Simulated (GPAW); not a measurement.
Runs of GPAW 26.7.0 on Al3Cu. Symmetry: Pm-3m, No. 221, cubic system. Conventional cell: a = 3.924 Å, b = 3.924 Å, c = 3.924 Å, α = 90.00°, β = 90.00°, γ = 90.00°. Cu (site symmetry m-3m) is surrounded by 12 Al at 2.77 Å. Around Al (site symmetry 4/mmm) lie 4 Cu at 2.77 Å and 8 Al at 2.77 Å. The cell comes from a database or a generator and needn't be the stable form of this composition.

```tsv
task	level	potentials or basis	cell	band path	band points	gap on the mesh (eV)	pressure (GPa)	V0 of scaled cells (Å³/atom)	B0 (GPa)
equation of state	LDA	the program's PAW data sets (release 1.2.1) made for this functional, pw	as given	-	-	-	-	(a)	107
band structure	LDA	the program's PAW data sets (release 1.2.1) made for this functional, pw	as given	GXMGRX,MR	80	-	(b)	-	-
single point	PBEsol	PAW data sets generated in the run's folder for this functional, pw	as given	-	-	none	-2.0	-	-
single point	PBEsol	PAW data sets generated in the run's folder for this functional, pw	atoms moved at random, drawn with an rms of 0.05 Å	-	-	none	-2.0	-	-
band structure	PBEsol	PAW data sets generated in the run's folder for this functional, pw	as given	GXMGRX,MR	80	-	-2.0	-	-
equation of state	PBEsol	PAW data sets generated in the run's folder for this functional, pw	as given	-	-	-	-	14.80	101
```

Alike in all rows: no spin polarisation; k mesh 7 × 7 × 7; cutoff (eV) 600; smearing fermi-dirac 0.05 eV.

Q: Fill in the values left out.

A: (a) 14.35; (b) -4.9.

Caveats: with this Cu data set, volumes or pressures lay over 1.5 % or 2 GPa off other programs in two to four cells of ten.

A gap of «none» marks a metal or a gap under the smearing width.
